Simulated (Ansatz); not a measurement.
# CH6N2Si2: one species, many methods

The task here is to estimate one member of a computed series from the others.

Computed with Ansatz 0.2.0, Gaussian basis. Level: functionals in def2-TZVPP, the program's frozen cores in correlated methods.

Plan: LDA (SPW92), PBE-D4, revPBE-D4, BLYP-D4, r2SCAN-D4, B97M-V, PBE0-D4, B3LYP-D4, r2SCANh-D4, r2SCAN0-D4, HSE06-D4, BHLYP-D4, CAM-B3LYP-D4, LC-ωPBE, ωB97X-V, ωB97M-V, B2PLYP, PBE-QIDH; CCSD(T)/def2-SVP; CCSD(T)/def2-TZVPP; MP2/def2-QZVPP; extrapolation to the limit; RPA on PBE.

## The relaxed structure

All runs share one geometry, relaxed beforehand with PBE0-D4 in a triple-zeta def2 set.

SMILES `NC1=N[SiH]1[SiH3]`, 11 atoms, charge 0, spin multiplicity 1.

Atoms are counted from 1 here; the program's logs count them from 0.

Bond lengths: N1–C2 1.335 Å, N1–H6 1.008 Å, N1–H7 1.001 Å, C2–N3 1.288 Å, C2–Si4 1.786 Å, N3–Si4 1.781 Å, Si4–Si5 2.327 Å, Si4–H8 1.487 Å, Si5–H9 1.489 Å, Si5–H10 1.488 Å, Si5–H11 1.486 Å. Angles: C2–N1–H6 119.7°, C2–N1–H7 120.7°, H6–N1–H7 119.1°, N1–C2–N3 132.0°, N1–C2–Si4 159.4°, N3–C2–Si4 68.6°, C2–N3–Si4 69.0°, C2–Si4–N3 42.3°, C2–Si4–Si5 121.4°, C2–Si4–H8 119.2°, N3–Si4–Si5 119.6°, N3–Si4–H8 118.0°, Si5–Si4–H8 116.1°, Si4–Si5–H9 110.2°, Si4–Si5–H10 110.9°, Si4–Si5–H11 109.0°, H9–Si5–H10 108.1°, H9–Si5–H11 109.3° and more.

Coordinates:

```mol
CH6N2Si2
  3D, bonds by distance, orders not assigned

 11 11  0  0  0  0  0  0  0  0999 V2000
   -1.4982    2.0019   -0.3030 N   0  0
   -0.5267    1.1295   -0.5797 C   0  0
    0.7028    1.2905   -0.9268 N   0  0
    0.2961   -0.4396   -0.8068 Si  0  0
    1.0673   -1.6773    1.0070 Si  0  0
   -1.3281    2.9895   -0.4119 H   0  0
   -2.4282    1.6867   -0.1070 H   0  0
    0.0824   -1.1944   -2.0696 H   0  0
    0.1720   -2.8407    1.2548 H   0  0
    2.4389   -2.1956    0.7521 H   0  0
    1.0870   -0.8076    2.2115 H   0  0
  1  2  8  0
  2  3  8  0
  3  4  8  0
  4  5  8  0
  1  6  8  0
  1  7  8  0
  4  8  8  0
  5  9  8  0
  5 10  8  0
  5 11  8  0
  2  4  8  0
M  END
```

Set-up of the first run:

Input file in.yaml:

```yaml
crystal:
  periodic: [false, false, false]
  atoms:
    - {symbol: N, position_ang: [-1.498240, 2.001884, -0.302991]}
    - {symbol: C, position_ang: [-0.526672, 1.129522, -0.579686]}
    - {symbol: N, position_ang: [0.702800, 1.290543, -0.926779]}
    - {symbol: Si, position_ang: [0.296148, -0.439605, -0.806781]}
    - {symbol: Si, position_ang: [1.067330, -1.677314, 1.006993]}
    - {symbol: H, position_ang: [-1.328150, 2.989495, -0.411915]}
    - {symbol: H, position_ang: [-2.428177, 1.686689, -0.106977]}
    - {symbol: H, position_ang: [0.082401, -1.194427, -2.069586]}
    - {symbol: H, position_ang: [0.171960, -2.840721, 1.254838]}
    - {symbol: H, position_ang: [2.438916, -2.195569, 0.752096]}
    - {symbol: H, position_ang: [1.086982, -0.807597, 2.211487]}
basis:
  gaussian: {orbitals: def2-TZVPP}
hamiltonian: {xc: lda}
output: {orbitals: {seedname: orbitals}}
```

Steps of the session up to this table: LDA; PBE-D4 (GGA); revPBE-D4 (GGA); BLYP-D4 (GGA); r2SCAN-D4 (meta-GGA); B97M-V (meta-GGA); PBE0-D4 (hybrid); B3LYP-D4 (hybrid); r2SCANh-D4 (hybrid); r2SCAN0-D4 (hybrid); HSE06-D4 (hybrid); BHLYP-D4 (hybrid); CAM-B3LYP-D4 (range-separated); LC-ωPBE (range-separated); ωB97X-V (range-separated); ωB97M-V (range-separated); B2PLYP (double hybrid); PBE-QIDH (double hybrid).

One table of the session follows, with a row left open; its other results are not shown here.

It belongs to the step «Frontier levels by functional». 

```
  functional  HOMO (eV)  gap (eV)
 LDA (SPW92)      -5.49      3.85
      PBE-D4      -5.35      3.87
   revPBE-D4      -5.29      3.88
     BLYP-D4      -5.20      3.86
   r2SCAN-D4      -5.55      4.25
      B97M-V      -5.64      4.22
     PBE0-D4      -6.51      5.82
    B3LYP-D4      -6.29      5.42
  r2SCANh-D4      -5.99      4.97
  r2SCAN0-D4          ?         ?
    HSE06-D4      -6.11      5.05
    BHLYP-D4      -7.58      7.76
CAM-B3LYP-D4      -7.80      8.14
     LC-ωPBE      -9.11     10.51
     ωB97X-V      -8.78     10.08
     ωB97M-V      -8.69      9.77
```

Q: Estimate the row for r2SCAN0-D4 from the others.

Worked estimate for «HOMO (eV)». Against the share of exact exchange, r2SCAN-D4 (0, -5.55), r2SCANh-D4 (0.1, -5.99) give a slope of -4.40 per unit share; at 0.25 the line stands at -6.65.

The run gave: HOMO (eV): -6.66; gap (eV): 6.05. In «HOMO (eV)» the line misses by +0.01.
